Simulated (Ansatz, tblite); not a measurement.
**SnH2MeCl (CH5ClSn): one state, many levels**

Aim: run the singlet of SnH2MeCl (CH5ClSn) at one geometry on many levels, and compare frontier levels, spin and run time.

Program: Ansatz 0.2.0, Gaussian basis. Level of theory: as each input shows. These are calculated values, not measurements.

The runs, in order: GFN1-xTB, GFN2-xTB, PBE-D4/def2-TZVP, r2SCAN-D4/def2-TZVP, B97M-V/def2-TZVP, B2PLYP/def2-TZVP, ωB97M-V/def2-TZVP, B3LYP-D4/def2-TZVP, BLYP-D4/def2-TZVP, r2SCAN0-D4/def2-TZVP, ωB97X-V/def2-TZVP, PBE-D4/def2-SVP, PBE0-D4/def2-SVP, PBE0-D4/def2-TZVPD, PBE-D4/def2-TZVPD, r2SCAN-D4/def2-TZVPD, CCSD(T)/def2-TZVPP, MP2/def2-TZVP, RPA/def2-TZVP.

4 further runs of the same task are left out: 4 set aside as unsound or not needed. Runs told in other sessions of the task aren't counted.

## Step 1: The relaxed structure

The singlet was relaxed beforehand with r2SCAN-D4/def2-TZVP.

8 atoms, charge 0, spin multiplicity 1.

Bond lengths: Sn1–H2 1.706 Å, Sn1–H3 1.706 Å, Sn1–C4 2.132 Å, Sn1–Cl8 2.348 Å, C4–H5 1.091 Å, C4–H6 1.089 Å, C4–H7 1.089 Å. Angles: H2–Sn1–H3 112.0°, H2–Sn1–C4 113.7°, H2–Sn1–Cl8 105.4°, H3–Sn1–C4 113.8°, H3–Sn1–Cl8 105.4°, C4–Sn1–Cl8 105.5°, Sn1–C4–H5 110.1°, Sn1–C4–H6 109.1°, Sn1–C4–H7 109.3°, H5–C4–H6 109.4°, H5–C4–H7 109.5°, H6–C4–H7 109.4°.

Sn takes a core potential in the def2 sets. No spin-orbit coupling is included.

PBE0-D4/def2-TZVP was run before; its log isn't repeated, and its numbers join the tables.

## Step 2: GFN1-xTB

Tight binding, by tblite at 300 K electronic temperature and without a spin-polarisation term:

```python
tblite.interface.Calculator('GFN1-xTB', numbers, positions, charge=0, uhf=0).singlepoint()
```

Energy -314.6771 eV, HOMO -12.20 eV, LUMO -6.31 eV; 0.004 s.

## Step 3: GFN2-xTB

Tight binding, by tblite at 300 K electronic temperature and without a spin-polarisation term:

```python
tblite.interface.Calculator('GFN2-xTB', numbers, positions, charge=0, uhf=0).singlepoint()
```

Energy -308.6779 eV, HOMO -11.27 eV, LUMO -6.26 eV; 0.003 s.

## Step 4: PBE-D4/def2-TZVP

start.molden holds the orbitals of an earlier run on this state, given as this run's starting guess.

Input file in.yaml:

```yaml
crystal:
  periodic: [false, false, false]
  atoms:
    - {symbol: Sn, position_ang: [0.550587, -0.679942, 0.394377]}
    - {symbol: H, position_ang: [0.501515, -0.808554, 2.094540]}
    - {symbol: H, position_ang: [2.137713, -0.826603, -0.212926]}
    - {symbol: C, position_ang: [-0.509386, 1.005036, -0.368394]}
    - {symbol: H, position_ang: [-0.061776, 1.928014, 0.002095]}
    - {symbol: H, position_ang: [-1.548008, 0.950122, -0.044411]}
    - {symbol: H, position_ang: [-0.468843, 0.993444, -1.456895]}
    - {symbol: Cl, position_ang: [-0.601802, -2.561516, -0.408377]}
basis:
  gaussian: {orbitals: def2-TZVP, initial_orbitals: start.molden}
hamiltonian: {xc: pbe, dispersion: d4}
scf: {omitted_lower_state_checks: [starts]}
output: {orbitals: {seedname: orbitals}}
```

Launch:

```bash
> ansatz run in.yaml --threads 4 --pin off --events-out ev --progress --plain --max-ram 3916MiB
```

Further steps of the session: r2SCAN-D4/def2-TZVP; B97M-V/def2-TZVP; B2PLYP/def2-TZVP; ωB97M-V/def2-TZVP; B3LYP-D4/def2-TZVP; BLYP-D4/def2-TZVP; r2SCAN0-D4/def2-TZVP; ωB97X-V/def2-TZVP; PBE-D4/def2-SVP; PBE0-D4/def2-SVP; PBE0-D4/def2-TZVPD; PBE-D4/def2-TZVPD; r2SCAN-D4/def2-TZVPD; CCSD(T)/def2-TZVPP; MP2/def2-TZVP; RPA/def2-TZVP.

Q: Predict the results of all the runs planned. Wanted: gap in def2-TZVP, named functionals, smallest and largest; correlation energy, CCSD(T)/def2-TZVPP; correlation energy, MP2/def2-TZVP; binding an atom, CCSD(T)/def2-TZVPP; PBE0 total energy, smallest basis above largest.

**Answer**, as computed:

```
                                                 quantity                                  value
gap in def2-TZVP, named functionals, smallest and largest  5.55 eV (BLYP-D4), 12.08 eV (ωB97X-V)
                   correlation energy, CCSD(T)/def2-TZVPP                              -20.72 eV
                        correlation energy, MP2/def2-TZVP                              -18.58 eV
                      binding an atom, CCSD(T)/def2-TZVPP                               3.078 eV
          PBE0 total energy, smallest basis above largest         5.89 eV (def2-SVP, def2-TZVPD)
```

In words: Over the named functionals in def2-TZVP the gap runs from 5.55 eV (BLYP-D4) to 12.08 eV (ωB97X-V); exact exchange widens it. The functionals in def2-TZVP miss CCSD(T)/def2-TZVPP by +0.003 (BLYP-D4) to +0.099 eV (B97M-V) an atom. The reference is CCSD(T) in one finite basis, so it carries an error of its own, often a tenth of an eV or more, and near misses can't be ranked.
